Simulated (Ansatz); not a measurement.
Write a Python script for the Ansatz DFT code, driven from Python that makes a short molecular-dynamics run of CHFSe, SMILES FC=[Se]. Level of theory: B3LYP, def2-SVP basis, multiplicity 1.

```yaml
atoms:
  - { symbol: F, position_ang: [-1.0445, -0.4954, 0.6013] }
  - { symbol: C, position_ang: [-0.0807, 0.1085, -0.1148] }
  - { symbol: Se, position_ang: [1.3946, -0.5550, 0.3553] }
  - { symbol: H, position_ang: [-0.2140, 0.8816, -0.8622] }
```

The script, `run_md.py`:
```python
"""A short Born-Oppenheimer trajectory of CHFSe."""

import ansatz as az
import numpy as np

BASIS = "def2-SVP"
XC = "b3lyp"
N_STEPS = 20
TEMPERATURE_K = 800


def main() -> None:
    geometry_ang = [
        ("F", (-1.0445, -0.4954, 0.6013)),
        ("C", (-0.0807, 0.1085, -0.1148)),
        ("Se", (1.3946, -0.555, 0.3553)),
        ("H", (-0.214, 0.8816, -0.8622)),
    ]
    geometry = az.Crystal.molecule()
    for symbol, xyz in geometry_ang:
        geometry = geometry.atom(symbol, xyz)

    setup = geometry.calculation()
    setup = setup.basis(gaussian=BASIS)
    setup = setup.functional(XC)
    setup = setup.md("nve", timestep=0.5, steps=N_STEPS, temperature=TEMPERATURE_K, initial_velocities="maxwell_boltzmann", seed=31)
    frames = []
    setup.session().plan().execute(on_event=lambda e: frames.append(e["data"]) if e["event"] == "md_step" else None)
    print("t (fs)   E_pot (eV)      E_kin (eV)   T (K)   d(0-1) (A)")
    for f in frames[::1]:
        xyz = np.array(f["positions_ang"])
        print(f"{f['time_fs']:6.2f} {f['lagrangian_ev']:14.5f} {f['e_kin_ev']:10.5f} {f['temperature_k']:8.1f} {np.linalg.norm(xyz[0] - xyz[1]):9.4f}")
    kept = np.array([f["conserved_ev"] for f in frames])
    print(f"conserved energy moves by at most {1000 * np.ptp(kept):.3f} meV")


if __name__ == "__main__":
    main()
```

```console
$ python run_md.py
t (fs)   E_pot (eV)      E_kin (eV)   T (K)   d(0-1) (A)
  0.00   -69108.05648    0.20682    800.0    1.3440
  0.50   -69108.01391    0.16475    637.3    1.3434
  1.00   -69107.95378    0.10601    410.1    1.3423
  1.50   -69107.89877    0.05271    203.9    1.3406
  2.00   -69107.87537    0.03024    117.0    1.3384
  2.50   -69107.89778    0.05213    201.6    1.3355
  3.00   -69107.95797    0.11073    428.3    1.3320
  3.50   -69108.03161    0.18283    707.2    1.3280
  4.00   -69108.09392    0.24438    945.3    1.3238
  4.50   -69108.13146    0.28204   1091.0    1.3195
  5.00   -69108.14406    0.29527   1142.2    1.3152
  5.50   -69108.14006    0.29204   1129.7    1.3111
  6.00   -69108.13075    0.28341   1096.3    1.3074
  6.50   -69108.12644    0.27958   1081.4    1.3040
  7.00   -69108.13465    0.28804   1114.2    1.3010
  7.50   -69108.15948    0.31291   1210.4    1.2986
  8.00   -69108.20157    0.35483   1372.6    1.2966
  8.50   -69108.25819    0.41107   1590.1    1.2951
  9.00   -69108.32327    0.47557   1839.6    1.2941
  9.50   -69108.38773    0.53930   2086.1    1.2935
 10.00   -69108.44033    0.59114   2286.6    1.2933
conserved energy moves by at most 4.536 meV
```

Total energies depend on the basis set; only differences at equal settings carry meaning. The trajectory is only some femtoseconds long, so its temperature is not equilibrated; where the script doesn't relax first, it starts from a rough generated geometry. b3lyp holds the VWN-RPA fit, as in Gaussian; the form of ORCA and Turbomole is b3lyp5. The temperature counts the internal degrees of freedom alone. Hardware and time: 19 s on 1 thread of Intel(R) Xeon(R) 6975P-C (Granite Rapids), on a shared host, peak memory 0.2 GiB.

(Lines on the test bed's own set-up are left out of the output.)
